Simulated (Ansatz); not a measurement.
Geometry optimisation, Ansatz, DFT PBE-D3(BJ), scalar-relativistic, plane waves, PAW.

Input file:

```yaml
crystal:
  lattice:
    - [7.41686, 0.0, 0.0]
    - [0.0, 7.41686, 0.0]
    - [0.0, 0.0, 7.41686]
  atoms:
    - { symbol: Cl, position: [0.8248979, 0.7083461, 0.7960091] }
    - { symbol: H, position: [0.8688304, 0.6066169, 0.663707] }
    - { symbol: Cl, position: [0.40171, 0.5436493, 0.0843661] }
    - { symbol: H, position: [0.4114267, 0.6398742, 0.2272965] }
    - { symbol: Cl, position: [0.3711882, 0.0103717, 0.389769] }
    - { symbol: H, position: [0.3345808, 0.058925, 0.5512782] }
    - { symbol: Cl, position: [0.1091487, 0.2694171, 0.8543965] }
    - { symbol: H, position: [0.1509784, 0.4128259, 0.7679849] }
    - { symbol: Cl, position: [0.6559503, 0.3138414, 0.662561] }
    - { symbol: H, position: [0.5972738, 0.1584085, 0.7092562] }
    - { symbol: Cl, position: [0.9425193, 0.8976713, 0.4330647] }
    - { symbol: H, position: [0.8043196, 0.9423084, 0.5262908] }
    - { symbol: Cl, position: [0.8563549, 0.2699289, 0.1943312] }
    - { symbol: H, position: [1.017847, 0.2765313, 0.2548248] }
    - { symbol: Cl, position: [0.4138585, -0.0056814, 0.9556121] }
    - { symbol: H, position: [0.3703652, 0.0240219, 0.7912686] }
basis:
  ecutwfc: 420.0
kpoints:
  mp_grid: { grid: [1, 1, 1] }
hamiltonian:
  xc: pbe
  dispersion: d3bj
scf:
  occupations: { method: fermi_dirac, width: 0.05 }
  lower_state_search: "off"
relax:
  f_tol: 0.3
  max_steps: 15
  adjacent_minimum: "off"
```

Launched with:

```bash
$ ansatz run input.yaml --threads 1 --pin off --max-ram 3072MiB --backend cpu --events-out ev --progress --plain --runs-dir out
```

**Question.** Where does it end, and by what steps?

**Answer.** The run converged. The threshold is loose, so the end isn't yet a minimum. The force dipped under the threshold on the way, but the program's further checks kept it going. Limits of this set-up: coarse k mesh. After 15 steps the energy has fallen by 1.799 eV; Cl11 moved furthest, 1.37 Å.

```tsv
step	energy less start (eV)	largest force component (eV/Å)	accepted
0	0.0000	0.688	yes
1	-0.3980	0.795	yes
2	-0.6518	1.441	yes
3	-0.9465	0.607	yes
4	-1.1412	0.692	yes
5	-1.2967	0.865	yes
6	-1.4091	0.678	yes
7	-1.5031	0.534	yes
8	-1.5994	0.255	yes
9	-1.5994	0.255	yes
10	-1.6694	0.535	yes
11	-1.7371	0.254	yes
12	-1.7371	0.255	yes
13	-1.7632	0.717	yes
14	-1.7990	0.256	yes
15	-1.7990	0.256	yes
```

```xyz
16
Lattice="7.4169 0.0000 0.0000 0.0000 7.4169 0.0000 0.0000 0.0000 7.4169" Properties=species:S:1:pos:R:3
Cl 7.167 5.086 6.189
H 6.674 5.388 5.014
Cl 2.963 3.719 0.951
H 3.166 4.981 0.680
Cl 1.967 0.470 2.622
H 1.817 1.025 3.789
Cl 1.023 1.418 5.977
H 1.316 2.637 6.321
Cl 4.934 1.878 4.559
H 4.731 1.222 5.671
Cl 5.728 6.140 3.085
H 5.442 7.338 3.540
Cl 6.563 2.492 1.523
H 7.579 1.756 1.881
Cl 3.891 -0.351 7.121
H 2.766 0.245 6.806
```

Whether the end is a true minimum wasn't checked by a vibrational analysis.

The run took 20 s on 1 thread of Arm Neoverse V2, on a shared host, peak memory 0.37 GiB.
